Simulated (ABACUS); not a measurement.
**Ti in ABACUS: the effect of functional**

Ti, a slab with vacuum:

```
Ti
1.0
     2.95000    0.00000    0.00000
    -1.47500    2.55477    0.00000
     0.00000    0.00000   24.37200
Ti
5
Direct
  0.33333 0.66667 0.30773
  0.66667 0.33333 0.40387
  0.33333 0.66667 0.50000
  0.66667 0.33333 0.59613
  0.33333 0.66667 0.69227
```

The slab is cut from a database's or a generator's crystal, which needn't be the stable form of the element.

Alike in all runs:

```yaml
Program: ABACUS 3.10.1
Task: single point
Potentials_or_basis: SG15 ONCV 1.2 PBE
Cutoff: 1361 eV
Density_cutoff: 5442 eV
Basis: DZP LCAO (the cutoffs set its grid)
k_mesh: 10 × 10 × 1
Occupations: fermi-dirac, width 0.05 eV
Spin: no spin polarisation
```

```csv
functional,largest force (eV/Å)
LDA,1.01
PBE,0.64
PBEsol,0.81
PW91,0.65
AM05,?
```

Problem. What does the run with functional AM05 give?

Solution. Largest force 0.79 eV/Å.

Caveats: the atomic orbitals were generated for these runs and aren't a published set; the potentials were made for another functional, which shifts forces and pressure (some runs); confined orbitals describe the vacuum poorly, which shifts work functions (some runs).
